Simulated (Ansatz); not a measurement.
**BH₄BrN₂: small, medium and large basis sets**

Aim: see how fast density functionals converge with the basis set for BH₄BrN₂.

Computed with Ansatz 0.2.0, Gaussian basis. Level: one geometry, several basis sets.

Levels to be run: PBE0-D4/def2-SVP; ωB97M-V/def2-SVP; PBE0-D4/def2-QZVPP; ωB97M-V/def2-QZVPP; the functionals' def2-TZVPP values are taken from earlier runs.

## Step 1: Structure used throughout

All runs share one geometry, relaxed beforehand with PBE0-D4/def2-TZVP.

SMILES `NB(N)Br`, 8 atoms, charge 0, spin multiplicity 1.

Atoms are counted from 1 here; the program's logs count them from 0.

Bond lengths: N1–B2 1.402 Å, N1–H5 1.003 Å, N1–H6 1.004 Å, B2–N3 1.402 Å, B2–Br4 1.955 Å, N3–H7 1.003 Å, N3–H8 1.004 Å. Angles: B2–N1–H5 122.0°, B2–N1–H6 123.5°, H5–N1–H6 114.5°, N1–B2–N3 125.1°, N1–B2–Br4 117.5°, N3–B2–Br4 117.5°, B2–N3–H7 122.0°, B2–N3–H8 123.5°, H7–N3–H8 114.5°.

## Step 2: PBE0-D4 in def2-SVP

The input, in.yaml:

```yaml
crystal:
  periodic: [false, false, false]
  atoms:
    - {symbol: N, position_ang: [-0.115343, 1.262087, 0.002810]}
    - {symbol: B, position_ang: [-0.239010, -0.111357, -0.247669]}
    - {symbol: N, position_ang: [0.529987, -1.113496, 0.359575]}
    - {symbol: Br, position_ang: [-1.589434, -0.673124, -1.545588]}
    - {symbol: H, position_ang: [-0.691151, 1.940967, -0.458810]}
    - {symbol: H, position_ang: [0.547132, 1.649307, 0.650993]}
    - {symbol: H, position_ang: [0.402690, -2.084843, 0.145551]}
    - {symbol: H, position_ang: [1.247328, -0.926742, 1.037436]}
basis:
  gaussian: {orbitals: def2-SVP}
hamiltonian: {xc: pbe0, dispersion: d4}
output: {orbitals: {seedname: orbitals}}
```

Launch:

```sh
> ansatz run in.yaml --threads 2 --pin off --events-out ev --progress --plain --max-ram 32768MiB --backend cpu
```

Further steps of the session: ωB97M-V in def2-SVP; PBE0-D4 in def2-QZVPP; ωB97M-V in def2-QZVPP.

Before running them: what should the planned runs give, taken together? Wanted: PBE0-D4: double and triple zeta above quadruple; ωB97M-V: double and triple zeta above quadruple.

The runs gave:

| quantity | value |
| --- | --- |
| PBE0-D4: double and triple zeta above quadruple | 14.45, 1.66 eV |
| ωB97M-V: double and triple zeta above quadruple | 14.50, 1.59 eV |

What this shows: For PBE0-D4 the step from double to triple zeta gains 12.79 eV and the next only 1.66 eV. These are total energies; as a rule much of such shifts cancels in differences, which this series doesn't test. The LUMO of ωB97M-V is positive and keeps falling with the basis (3.19 to 1.54 eV): an unbound level that the basis holds in place.
